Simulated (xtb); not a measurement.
# GFN0-xTB run of CH5BOS2 (SMILES OBSCS)

Wanted: energy and gradient of CH5BOS2. 

The calculation is run with xtb 6.7.1.

**1. The structure to begin with**

The species is CH5BOS2 (10 atoms), meant as a singlet with charge 0. As SMILES, `OBSCS`. Geometry: optimised at GFN2-xTB. This is one conformer, not always the lowest.

Bond lengths: O1–B2 1.317 Å, B2–S3 1.818 Å, S3–C4 1.832 Å, C4–S5 1.828 Å, O1–H6 0.963 Å, B2–H7 1.167 Å, C4–H8 1.087 Å, C4–H9 1.089 Å, S5–H10 1.329 Å. Some angles: O1–B2–S3 124.9°, B2–S3–C4 103.5°, S3–C4–S5 115.9°, O1–B2–H7 119.2°, S3–B2–H7 115.9°, B2–O1–H6 120.1°, S3–C4–H8 106.3°, S3–C4–H9 109.6°, S5–C4–H8 108.8°, S5–C4–H9 106.1°.

**2. Energy and gradient at GFN0-xTB**

Input file struc.xyz:

```xyz
10

O      0.33672     1.85333     0.39154
B      1.32763     0.99677     0.53108
S      1.18439    -0.80277     0.31187
C     -0.62193    -1.07519     0.16916
S     -1.44001    -0.27910    -1.25893
H     -0.52437     1.54983     0.08497
H      2.38918     1.39366     0.81039
H     -0.76363    -2.15054     0.09927
H     -1.12054    -0.68926     1.05662
H     -0.68423    -0.84783    -2.19296
```

Launch:

```sh
xtb --gfn 0 --grad --chrg 0 -- struc.xyz | tee run.log
```

**Question.** What will come out? Wanted: total energy; dipole moment; HOMO energy; LUMO energy; HOMO–LUMO gap; dispersion energy; largest force on an atom; mean polarisability.

Answer, from the run:

At GFN0-xTB:

| quantity | value |
| --- | --- |
| total energy | -16.02985 Eh |
| dipole moment | 1.90 D |
| HOMO energy | -10.88 eV |
| LUMO energy | -6.45 eV |
| HOMO–LUMO gap | 4.44 eV |
| dispersion energy | -7.72 kJ/mol |
| largest force on an atom | 0.882 eV/Å |
| mean polarisability (D4 model) | 73.3 bohr³ |

In words: The largest force is 0.88 eV/Å: the shape isn't a stationary point for this species at this level.
